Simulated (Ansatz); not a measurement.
# TaO+ (quintet): wave-function methods side by side, def2-TZVPP

The task here is to estimate one member of a computed series from the others.

The runs use Ansatz 0.2.0, Gaussian basis; def2-TZVPP, core rule «outside noble gas», up to 5 orbitals frozen.

Plan: UHF; ROHF; CCSD(T) on UHF.

## What is computed

The geometry is a PBE0/def2-TZVP stationary point (not a proven minimum). No spin-orbit coupling is included. Elements past krypton take def2 core potentials.

2 atoms, charge 1, spin multiplicity 5.

Atoms are counted from 1 here; the program's logs count them from 0.

Bond lengths: Ta1–O2 1.864 Å.

The first run:

Contents of in.yaml:

```yaml
crystal:
  periodic: [false, false, false]
  atoms:
    - {symbol: Ta, position_ang: [0.000000, 0.000000, 0.000000]}
    - {symbol: O, position_ang: [0.000000, 0.000000, 1.864200]}
basis:
  gaussian: {orbitals: def2-TZVPP}
total_charge: 1
magnetization: {spin_polarized: true, initial_magnetization: 4}
hamiltonian: {xc: hf}
output: {orbitals: {seedname: orbitals}}
```

Command:

```bash
ansatz run in.yaml --threads 1 --pin off --events-out ev --progress --plain --max-ram 4096MiB --backend cpu
```

Among the steps run: UHF; ROHF; CCSD(T) on UHF.

One of the session's tables, all rows but one given; the rest of the session is left out.

```
  method  from UCCSD(T) (meV)
    ROHF              +7645.6
     UHF              +7421.2
    UMP2                    ?
   UCCSD               +320.8
UCCSD(T)                    0
```

**Question.** Estimate the row for UMP2.

**Answer.** from UCCSD(T) (meV): +722.7. In the column «from UCCSD(T) (meV)» it lies between UCCSD (+320.8) and UHF (+7421.2).
